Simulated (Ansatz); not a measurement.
# H3Ta: the cost of one run

Method: def2-QZVPP, core rule «outside noble gas», up to 4 orbitals frozen; program: Ansatz 0.2.0, Gaussian basis.

Plan: UHF; ROHF; CCSD(T) on UHF.

### Step 1. The system

The geometry is a PBE0/def2-TZVP stationary point (not a proven minimum) of the parent state, kept for this charge and spin. No spin-orbit coupling is included. Elements past krypton take def2 core potentials.

4 atoms, charge 0, spin multiplicity 3.

Atoms are counted from 1 here; the program's logs count them from 0.

Bond lengths: Ta1–H2 2.075 Å, Ta1–H3 2.075 Å, Ta1–H4 1.813 Å, H2–H3 0.801 Å. Angles: H2–Ta1–H3 22.3°, H2–Ta1–H4 168.9°, H3–Ta1–H4 168.9°, Ta1–H2–H3 78.9°, Ta1–H3–H2 78.9°.

### Step 2. UHF

in.yaml reads:

```yaml
crystal:
  periodic: [false, false, false]
  atoms:
    - {symbol: Ta, position_ang: [0.000000, 0.000000, 0.012372]}
    - {symbol: H, position_ang: [0.000000, -0.400716, -2.023105]}
    - {symbol: H, position_ang: [0.000000, 0.400716, -2.023105]}
    - {symbol: H, position_ang: [0.000000, 0.000000, 1.825162]}
basis:
  gaussian: {orbitals: "def2-QZVPP.json"}
magnetization: {spin_polarized: true, initial_magnetization: 2}
hamiltonian: {xc: hf}
output: {orbitals: {seedname: orbitals}}
```

Started as:

```sh
$ ansatz run in.yaml --threads 1 --pin off --events-out ev --progress --plain --max-ram 4096MiB --backend cpu
```

What time and memory should one allow on 1 thread of AMD EPYC 7R13, shared host?

About 59 s, with a peak of 0.37 GiB.
